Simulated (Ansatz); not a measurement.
# YCo2B2: the cost of one run

Method: DFT r2SCAN, scalar-relativistic, plane waves, PAW, in Ansatz 0.2.0.

### Step 1. The starting structure

The structure is tetragonal, space group I4/mmm (No. 139). The conventional cell has a = 3.532 Å, b = 3.532 Å, c = 9.422 Å, α = 90.00°, β = 90.00°, γ = 90.00°. Y (site symmetry 4/mmm) has 10 B at 2.89 to 3.25 Å and 8 Co at 2.94 Å as nearest neighbours. Around Co (site symmetry -4m2) lie 4 B at 1.98 Å. B (site symmetry 4mm) has 4 Co at 1.98 Å as nearest neighbours.

Coordinates:

```cif
data_structure
_symmetry_space_group_name_H-M 'I4/mmm'
_symmetry_Int_Tables_number 139
_cell_length_a 3.5315
_cell_length_b 3.5315
_cell_length_c 9.4224
_cell_angle_alpha 90.000
_cell_angle_beta 90.000
_cell_angle_gamma 90.000
_cell_volume 117.51
loop_
_atom_site_label
_atom_site_type_symbol
_atom_site_symmetry_multiplicity
_atom_site_Wyckoff_symbol
_atom_site_fract_x
_atom_site_fract_y
_atom_site_fract_z
_atom_site_occupancy
Y1 Y 2 a 0.00000 0.00000 0.00000 1
Co1 Co 4 d 0.00000 0.50000 0.25000 1
B1 B 4 e 0.00000 0.00000 0.34508 1
```

It is the result of an earlier relaxation at this level (volume 11.75 Å³/atom; gap on the mesh: none (metal)).

### Step 2. The cell as listed, for comparison

The input, input.yaml:

```yaml
crystal:
  lattice:
    - [-1.7815, 1.7815, 4.665]
    - [1.7815, -1.7815, 4.665]
    - [1.7815, 1.7815, -4.665]
  atoms:
    - { symbol: "Y", position: [0.0, 0.0, 0.0] }
    - { symbol: Co, position: [0.75, 0.25, 0.5] }
    - { symbol: Co, position: [0.25, 0.75, 0.5] }
    - { symbol: B, position: [0.378, 0.378, 0.0] }
    - { symbol: B, position: [0.622, 0.622, 0.0] }
basis:
  ecutwfc: 500
kpoints:
  mp_grid: { grid: [14, 14, 14] }
hamiltonian:
  xc: r2scan
scf:
  occupations: { method: gaussian, width: 0.1 }
output:
  forces: true
  stress: true
  eigenvalues: true
  populations: true
  write_density: true
  write_potential: true
  elf: true
  volumetric_format: npy
```

Command:

```sh
$ ansatz run input.yaml --threads 1 --pin off --max-ram 2560MiB --backend cpu --events-out ev --progress --plain --runs-dir out
```

**Question.** How long does this run take on 1 thread of Arm Neoverse V2, shared host, and how much memory does it need?

About 82 s, with a peak of 0.93 GiB.
